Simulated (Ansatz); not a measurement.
# Eu3Te (Pm-3m) in Ansatz: convergence with wavefunction cutoff

Aim: find how far wavefunction cutoff must go before the results for Eu3Te settle, at PBE. This setting moves, with any that are tied to it; all else stays.

Everything below comes from runs of Ansatz 0.2.0. Logs are shortened: lines on timing, memory, paths and dates and some standing lists are left out, and cuts for length are marked.

## 1. Starting point

It takes space group Pm-3m (No. 221, cubic). The conventional cell has a = 5.156 Å, b = 5.156 Å, c = 5.156 Å, α = 90.00°, β = 90.00°, γ = 90.00°. Eu (site symmetry 4/mmm) is surrounded by 8 Eu at 3.65 Å and 4 Te at 3.65 Å. Te (site symmetry m-3m) is surrounded by 12 Eu at 3.65 Å.

The cell comes from a database or a generator and needn't be the stable form of this composition.

## 2. With wavefunction cutoff 400 eV

Input file input.yaml:

```yaml
crystal:
  lattice:
    - [5.155859, 0.0, 0.0]
    - [0.0, 5.155859, 0.0]
    - [0.0, 0.0, 5.155859]
  atoms:
    - { symbol: Eu, position: [0.5, 0.5, 0.0], spin: 7.0 }
    - { symbol: Eu, position: [0.5, 0.0, 0.5], spin: 7.0 }
    - { symbol: Eu, position: [0.0, 0.5, 0.5], spin: 7.0 }
    - { symbol: Te, position: [0.0, 0.0, 0.0] }
hamiltonian:
  xc: pbe
  pseudopotentials: { kind: paw, source: jth }
magnetization:
  spin_polarized: true
kpoints:
  mp_grid: { grid: [5, 5, 5] }
scf:
  occupations: { method: fermi_dirac, width: 0.1 }
output:
  forces: true
  stress: true
  eigenvalues: true
basis:
  ecutwfc: "400 eV"
```

Potentials or basis: JTH PAW.

The run is started by

```
> ansatz run input.yaml --threads 2 --pin off --max-ram 5632MiB --backend cpu --events-out ev --progress --plain --runs-dir out
```

It took 8.2 s on 2 threads of Arm Neoverse V1, shared host; peak memory 0.47 GiB.

Results:

| Property | Result |
| --- | --- |
| Free energy | -31162.0153 eV |
| Pressure | -1.5 GPa |
| Band gap on the k mesh | none (metal or under the smearing width) |
| Net moment | 22.67 μB per cell |
| Absolute moment | 22.83 μB per cell |
| Site moments | Eu +7.17; Te -0.05 μB |

## 3. With wavefunction cutoff 500 eV

Edit input.yaml of step 2 so:

```diff
@@ -24,2 +24,2 @@
 basis:
-  ecutwfc: "400 eV"
+  ecutwfc: "500 eV"
```

Potentials or basis: JTH PAW.

The run is started by

```
> ansatz run input.yaml --threads 2 --pin off --max-ram 5632MiB --backend cpu --events-out ev --progress --plain --runs-dir out
```

Run time: 10 s. Hardware: 2 threads of Arm Neoverse V1, shared host; peak memory 0.53 GiB.

What came out:

```
Free energy            : -31162.0389 eV
Pressure               : -1.5 GPa
Band gap on the k mesh : none (metal or under the smearing width)
Net moment             : 22.67 μB per cell
Absolute moment        : 22.83 μB per cell
Site moments           : Eu +7.17; Te -0.05 μB
```

## 4. With wavefunction cutoff 600 eV

Edit input.yaml of step 3 so:

```diff
@@ -24,2 +24,2 @@
 basis:
-  ecutwfc: "500 eV"
+  ecutwfc: "600 eV"
```

The run is started by

```
> ansatz run input.yaml --threads 2 --pin off --max-ram 5632MiB --backend cpu --events-out ev --progress --plain --runs-dir out
```

It took 13 s on 2 threads of Arm Neoverse V1, shared host; peak memory 0.6 GiB.

Results:

```yaml
Free_energy: -31162.0437 eV
Pressure: -1.5 GPa
Band_gap_on_the_k_mesh: none (metal or under the smearing width)
Net_moment: 22.67 μB per cell
Absolute_moment: 22.83 μB per cell
Site_moments: Eu +7.17; Te -0.05 μB
```

## 5. With wavefunction cutoff 700 eV

Edit input.yaml of step 4 so:

```diff
@@ -24,2 +24,2 @@
 basis:
-  ecutwfc: "600 eV"
+  ecutwfc: "700 eV"
```

The run is started by

```
> ansatz run input.yaml --threads 2 --pin off --max-ram 5632MiB --backend cpu --events-out ev --progress --plain --runs-dir out
```

Run time: 15 s. Hardware: 2 threads of Arm Neoverse V1, shared host; peak memory 0.66 GiB.

What came out:

* Free energy: -31162.0476 eV
* Pressure: -1.5 GPa
* Band gap on the k mesh: none (metal or under the smearing width)
* Net moment: 22.67 μB per cell
* Absolute moment: 22.83 μB per cell
* Site moments: Eu +7.17; Te -0.05 μB

## 6. With wavefunction cutoff 850 eV

Edit input.yaml of step 5 so:

```diff
@@ -24,2 +24,2 @@
 basis:
-  ecutwfc: "700 eV"
+  ecutwfc: "850 eV"
```

Potentials or basis: JTH PAW.

The run is started by

```
> ansatz run input.yaml --threads 2 --pin off --max-ram 5632MiB --backend cpu --events-out ev --progress --plain --runs-dir out
```

Wall time 20 s (2 threads of Arm Neoverse V1, shared host); peak memory 0.79 GiB.

The run converged. Its results:

```yaml
Free_energy: -31162.0485 eV
Pressure: -1.5 GPa
Band_gap_on_the_k_mesh: none (metal or under the smearing width)
Net_moment: 22.67 μB per cell
Absolute_moment: 22.83 μB per cell
Site_moments: Eu +7.17; Te -0.05 μB
```

## 7. With wavefunction cutoff 1000 eV

Edit input.yaml of step 6 so:

```diff
@@ -24,2 +24,2 @@
 basis:
-  ecutwfc: "850 eV"
+  ecutwfc: "1000 eV"
```

The run is started by

```
> ansatz run input.yaml --threads 2 --pin off --max-ram 5632MiB --backend cpu --events-out ev --progress --plain --runs-dir out
```

Run time: 27 s. Hardware: 2 threads of Arm Neoverse V1, shared host; peak memory 0.92 GiB.

It converged, with:

```yaml
Free_energy: -31162.0495 eV
Pressure: -1.5 GPa
Band_gap_on_the_k_mesh: none (metal or under the smearing width)
Net_moment: 22.67 μB per cell
Absolute_moment: 22.83 μB per cell
Site_moments: Eu +7.17; Te -0.05 μB
```

## 8. With wavefunction cutoff 1200 eV

Edit input.yaml of step 7 so:

```diff
@@ -24,2 +24,2 @@
 basis:
-  ecutwfc: "1000 eV"
+  ecutwfc: "1200 eV"
```

The run is started by

```
> ansatz run input.yaml --threads 2 --pin off --max-ram 5632MiB --backend cpu --events-out ev --progress --plain --runs-dir out
```

It took 32 s on 2 threads of Arm Neoverse V1, shared host; peak memory 1.1 GiB.

The run converged. Its results:

* Free energy: -31162.0498 eV
* Pressure: -1.5 GPa
* Band gap on the k mesh: none (metal or under the smearing width)
* Net moment: 22.67 μB per cell
* Absolute moment: 22.83 μB per cell
* Site moments: Eu +7.17; Te -0.05 μB

## 9. With wavefunction cutoff 1400 eV

Edit input.yaml of step 8 so:

```diff
@@ -24,2 +24,2 @@
 basis:
-  ecutwfc: "1200 eV"
+  ecutwfc: "1400 eV"
```

Potentials or basis: JTH PAW.

The run is started by

```
> ansatz run input.yaml --threads 2 --pin off --max-ram 5632MiB --backend cpu --events-out ev --progress --plain --runs-dir out
```

Run time: 38 s. Hardware: 2 threads of Arm Neoverse V1, shared host; peak memory 1.3 GiB.

It converged, with:

| Item | Value |
| --- | --- |
| Free energy | -31162.0501 eV |
| Pressure | -1.5 GPa |
| Band gap on the k mesh | none (metal or under the smearing width) |
| Net moment | 22.67 μB per cell |
| Absolute moment | 22.83 μB per cell |
| Site moments | Eu +7.17; Te -0.05 μB |

## 10. With wavefunction cutoff 1700 eV

Edit input.yaml of step 9 so:

```diff
@@ -24,2 +24,2 @@
 basis:
-  ecutwfc: "1400 eV"
+  ecutwfc: "1700 eV"
```

Potentials or basis: JTH PAW.

The run is started by

```
> ansatz run input.yaml --threads 2 --pin off --max-ram 5632MiB --backend cpu --events-out ev --progress --plain --runs-dir out
```

Log:

```text
Warning: the checks of this Eu dataset prove no rule for summing its radial tables, as where they were carried onto another mesh than they were made on, and Gregory's rule is taken, under which a leading mesh point left out moves its sums only by what lay on the interval it spanned. That does not make them correct, and they differ from Quantum ESPRESSO's on this file; a re-export a fraction of a mesh step off can move them. hamiltonian.pseudopotentials.radial_quadrature: simpson_from_first_knot sums it by `pw.x`'s rule; on a PAW file no value gives `pw.x`'s numbers. What more to know: hamiltonian.pseudopotentials.radial_quadrature, in the input reference
Warning: the checks of this Te dataset prove no rule for summing its radial tables, as where they were carried onto another mesh than they were made on, and Gregory's rule is taken, under which a leading mesh point left out moves its sums only by what lay on the interval it spanned. That does not make them correct, and they differ from Quantum ESPRESSO's on this file; a re-export a fraction of a mesh step off can move them. hamiltonian.pseudopotentials.radial_quadrature: simpson_from_first_knot sums it by `pw.x`'s rule; on a PAW file no value gives `pw.x`'s numbers. What more to know: hamiltonian.pseudopotentials.radial_quadrature, in the input reference
Warning: RAYON_NUM_THREADS=2 ignored (pool sized by the plan → 2); use --threads N
band count auto-derived: 48 (N_el = 57.0; filled up to band 29; 47 by the electrons, moments and atoms)
Engine: ansatz 0.2.0, aarch64-unknown-linux-gnu
Pseudopotentials: kind: paw
Pseudopotential: Eu, paw, valence charge 17, recommended cutoff 690 eV (normal), Eu.paw.azcp
Pseudopotential: Te, paw, valence charge 6, recommended cutoff 540 eV (normal), Te.paw.azcp
Functional definition: PBE
  parameter kappa = 0.804
  parameter beta = 0.06672455060314922
  exchange = pbe_x(kappa = kappa, mu = beta*pi^2/3)
  correlation = pbe_c(beta = beta)
Crystal: 4 atoms, lattice volume = 137.058 Å³
Basis set: ecut = 1700 eV, 21879 PW (Γ), exchange–correlation on 144×144×144 points (8 copies of the dense FFT grid, shifted against one another)
Bands: 48, of which v1, the nominal top of the filled ones, is band 29 counted from 1 (28 counted from 0)
Symmetry: 48 space group operations
Space group: Pm-3m (ITA 221), of the structure as read, at distance tolerance 5.2e-5 Å
Magnetic group: BNS 221.92 (UNI 1594), of the structure as read, at distance tolerance 5.2e-5 Å
k-points: 10 of 125
Non-local potential: Eu, projectors of the file, l = 0: 2, l = 1: 2, l = 2: 2, l = 3: 2
Non-local potential: Te, projectors of the file, l = 0: 2, l = 1: 2
PAW form: soft (Blöchl's): semilocal exchange-correlation on the pseudo side does not see the compensation charge
PAW one-centre angular grid: Eu, 590 points (default); XC on 64 Gauss nodes
PAW one-centre angular grid: Te, 110 points (default); XC on 64 Gauss nodes
Initial density: superposition of atomic densities (chi_scale 0.1, normalization cell)
Starting moments: Σ|m| = 21 μB on 3 of 4 sites
Initial wavefunctions: pseudopotential atomic-orbital guess
Functional: x = pbe(κ = 0.804, μ = 0.2195149727645171), c = pbe(β = 0.06672455060314922)
SCF iter   1: F=—  HF=-31157.279766 eV  |F-HF|=—  |Δ(HF+E_count)|=         —  Δρ=3.30e-2 (↑2.26e-2 ↓3.30e-2)  dr2=2.25e0  dr2_m=4.67e-1  M=21.659 μB ∫|m|=21.798 μB  β_m=0.30  ethr=3.10e-3  ⟨swp⟩=7.1  Hψ=4601  notcnv=0
[... 16 lines left out ...]
SCF 1 converged in 13 iterations: F = -31162.050216 eV  dr2 = 2.00e-9
SCF converged after 13 iterations
Magnetization: 22.6656 μB (39.8328 up, 17.1672 down)
Absolute magnetization: 22.8299 μB (∫|ρ↑−ρ↓|, with the PAW one-centre terms)
Spin contamination: 0.0405 ħ² per cell (⟨S²⟩ above its minimum at these occupations)
Per-site moments (μB) at R_I (Å): [(7.174850423085194, 1.503868930468448), (7.1748504230852115, 1.503868930468448), (7.174850423085222, 1.503868930468448), (-0.048662607619539416, 1.503868930468448)]
Free energy (F): -31162.050216 eV
Harris-Foulkes:  -31162.050216 eV  (|F-HF|=2.02e-9)
Internal energy: -31161.825240 eV  (E = F + TS)
E sigma→0 (E₀):  -31161.937728 eV
Entropy (-TS):   -0.224976 eV (-56.244 meV/atom)
Fermi energy:    11.115904 eV
--- Per-component energies (eV) ---
  E_band       = -20.038770
  E_kinetic    = 997.445549
  E_local      = -4348.252204  (includes V_loc(G=0)·N_el)
  E_nonlocal   = -524.743603
  E_hartree    = 2216.279118
  E_xc         = -578.389779
  E_vxc        = -691.006906  (∫ρ·V_xc dr)
  E_paw        = -23438.024283  (= ΣΔE_a)
  E_vpaw       = 113.957208  (= ΣTr[D̂ρ^β])
  E_aug_tail   = 0.000020  (compensation charges beyond the density's cutoff)
  E_ewald      = -5486.140057
  E_smearing   = -0.224976  (= −TS)
  E_closure    = -0.000000  (closes the sum)
  Σ components = -31162.050216   (vs F -31162.050216, Δ=0.00e0)
--- Forces (eV/Å), atoms counted from 1 ---
  atom   1  Eu     0.00000000    -0.00000000     0.00000000
  atom   2  Eu     0.00000000    -0.00000000     0.00000000
  atom   3  Eu     0.00000000     0.00000000     0.00000000
  atom   4  Te    -0.00000000    -0.00000000     0.00000000
  max |Σ_I F_I| component: 9.37e-29 eV/Å
--- Stress (GPa, compression-positive) ---
       -1.547770      -0.000000      -0.000000
       -0.000000      -1.547770       0.000000
        0.000000       0.000000      -1.547770
  P = ⅓ Tr σ = -1.5478 GPa (-15.478 kbar)
--- Band table (eV; the first three rows and the last of 20) ---
  k-point 0 ↑: bands = ["-30.8153", "-30.7367", "-30.7367", "-9.8728", "-9.8728", "-9.8728", "-9.5677", "-9.5677", "-9.5677", "-9.2888", "-9.2888", "-9.2888", "-0.7247", "7.8042", "8.1066", "8.1066", "8.1066", "9.5041", "9.5041", "10.2507", "10.2507", "10.2507", "10.4040", "10.5041", "10.5041", "10.5041", "10.5310", "10.5310", "10.5310", "10.5873", "10.5873", "10.5873", "10.6547", "10.6547", "10.6547", "10.6804", "10.6804", "10.6846", "10.6846", "10.6846", "10.7269", "10.7269", "10.7269", "10.7481", "13.5718", "13.5718", "13.5718", "15.6355"]
  k-point 1 ↑: bands = ["-30.8087", "-30.7433", "-30.7367", "-9.8431", "-9.8431", "-9.8316", "-9.5789", "-9.5789", "-9.5723", "-9.3476", "-9.3099", "-9.3099", "-0.6502", "6.9844", "7.9308", "7.9308", "8.4913", "9.8011", "10.0323", "10.2883", "10.4021", "10.4258", "10.4258", "10.5082", "10.5126", "10.5126", "10.5126", "10.5438", "10.5438", "10.5694", "10.5904", "10.5904", "10.6522", "10.6522", "10.6647", "10.6699", "10.6699", "10.6802", "10.7029", "10.7781", "10.8113", "10.9414", "10.9414", "11.3883", "13.2266", "13.9004", "13.9004", "14.7790"]
  k-point 2 ↑: bands = ["-30.7934", "-30.7586", "-30.7366", "-9.7787", "-9.7787", "-9.7297", "-9.6129", "-9.6129", "-9.5799", "-9.4776", "-9.3444", "-9.3444", "-0.5234", "6.2136", "7.7061", "7.7061", "9.3010", "10.2798", "10.3188", "10.3323", "10.3977", "10.4594", "10.4818", "10.4818", "10.4996", "10.5357", "10.5357", "10.5665", "10.5665", "10.5959", "10.5963", "10.5963", "10.6252", "10.6252", "10.6390", "10.6393", "10.6393", "10.6798", "10.9919", "11.0332", "11.0387", "11.7687", "11.7687", "12.0089", "12.6360", "13.3817", "13.3817", "13.6938"]
  k-point 9 ↓: bands = ["-27.6372", "-27.6281", "-27.6281", "-7.6174", "-7.4927", "-7.4865", "-7.4865", "-6.9650", "-6.9650", "-6.9496", "-6.8193", "-6.8193", "-0.5374", "7.5322", "7.7812", "7.7812", "10.7341", "10.8632", "10.8632", "12.9268", "13.2267", "13.5676", "13.5676", "14.0477", "14.3688", "14.4911", "14.4911", "14.8662", "14.8662", "14.8867", "15.0013", "15.0013", "15.0754", "15.1163", "15.1163", "15.1628", "15.2929", "15.2929", "15.3544", "15.3581", "15.3766", "15.3766", "15.4882", "15.4882", "15.4936", "15.4936", "15.4960", "15.5569"]
```

Wall time 55 s (2 threads of Arm Neoverse V1, shared host); peak memory 1.7 GiB.

What came out:

```yaml
Free_energy: -31162.0502 eV
Pressure: -1.5 GPa
Band_gap_on_the_k_mesh: none (metal or under the smearing width)
Net_moment: 22.67 μB per cell
Absolute_moment: 22.83 μB per cell
Site_moments: Eu +7.17; Te -0.05 μB
```

## 11. Result

```
wavefunction cutoff  energy less the tightest run, at zero smearing (meV/atom)  SCF cycles  CPU time (s)  peak memory (GiB)
             400 eV                                                       8.70          13            15               0.47
             500 eV                                                       2.82          13            19               0.53
             600 eV                                                       1.64          13            25                0.6
             700 eV                                                       0.66          13            29               0.66
             850 eV                                                       0.42          13            38               0.79
            1000 eV                                                       0.18          13            49               0.92
            1200 eV                                                       0.10          13            61                1.1
            1400 eV                                                       0.04          13            72                1.3
            1700 eV                                                       0.00          13           100                1.7
```

Against the tightest run, the energy stays within 1 meV/atom from 700 eV on. The tightest run that finished is the yardstick and may itself not be fully converged.

Caveats: spin-orbit coupling is left out, which moves the levels of the heavy elements; without U or exact exchange the open f shell lies at the Fermi level, which spoils levels, moments and volumes.
